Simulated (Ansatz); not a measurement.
**CoNH2 (quintet): from Hartree-Fock to the top rungs, def2-SVP**

The task here is to estimate one member of a computed series from the others.

Method: def2-SVP, core rule «outside noble gas», up to 10 orbitals frozen; program: Ansatz 0.2.0, Gaussian basis.

Plan: UHF; CCSD(T) on ROHF; CCSD(T) on UHF; CISD; CCSDT(Q) on ROHF; CCSDT(Q) on UHF; CASSCF and MRCISD+Q, 16 electrons in 12 orbitals; CASSCF and NEVPT2, 16 electrons in 12 orbitals.

7 further runs of the same task are left out: 1 for a known fault of the program, 6 set aside as unsound or not needed.

### The system

The geometry is a PBE0/def2-TZVP stationary point (not a proven minimum) of the parent state, kept for this charge and spin.

4 atoms, charge 0, spin multiplicity 5.

Atoms are counted from 1 here; the program's logs count them from 0.

Bond lengths: Co1–N2 1.809 Å, N2–H3 1.016 Å, N2–H4 1.016 Å. Angles: Co1–N2–H3 113.0°, Co1–N2–H4 113.0°, H3–N2–H4 107.3°.

Coordinates:

```xyz
4

Co    0.0135    0.0000    0.3972
N    -0.1032    0.0000   -1.4075
H     0.3227    0.8182   -1.8333
H     0.3227   -0.8182   -1.8333
```

Set-up of the first run:

The input, in.yaml:

```yaml
crystal:
  periodic: [false, false, false]
  atoms:
    - {symbol: Co, position_ang: [0.013480, 0.000000, 0.397234]}
    - {symbol: N, position_ang: [-0.103163, 0.000000, -1.407503]}
    - {symbol: H, position_ang: [0.322715, 0.818154, -1.833327]}
    - {symbol: H, position_ang: [0.322715, -0.818154, -1.833327]}
basis:
  gaussian: {orbitals: def2-SVP}
magnetization: {spin_polarized: true, initial_magnetization: 4}
hamiltonian: {xc: hf}
output: {orbitals: {seedname: orbitals}}
```

Started as:

```sh
> ansatz run in.yaml --threads 1 --pin off --events-out ev --progress --plain --max-ram 4096MiB --backend cpu
```

Steps of the session up to this table: UHF; CCSD(T) on ROHF; CCSD(T) on UHF; CISD; CCSDT(Q) on ROHF; CCSDT(Q) on UHF; CASSCF and MRCISD+Q, 16 electrons in 12 orbitals; CASSCF and NEVPT2, 16 electrons in 12 orbitals.

One of the session's tables, all rows but one given; the rest of the session is left out.

| method | from RCCSDT(Q) (meV) |
| --- | --- |
| ROHF | ? |
| UHF | +9484.6 |
| RMP2 | +801.7 |
| UMP2 | +689.0 |
| CISD | +1037.4 |
| RCCSD | +310.3 |
| UCCSD | +221.1 |
| RCCSD(T) | +54.4 |
| UCCSD(T) | -32.7 |
| RCCSDT | +13.7 |
| UCCSDT | -63.8 |
| RCCSDT(Q) | 0 |
| UCCSDT(Q) | -79.2 |
| CASSCF valence | +8400.8 |
| NEVPT2 valence | +1514.5 |
| MRCISD valence | +831.8 |
| MRCISD+Q valence | +267.6 |

**Question.** Estimate the row for ROHF.

As computed: from RCCSDT(Q) (meV): +9640.3. In the column «from RCCSDT(Q) (meV)» it is the highest.

Caveats from the session: Restricted and unrestricted rows rest on different reference determinants; where their highest levels disagree by more than a few hundredths of an eV, they describe different states and don't form one ladder.
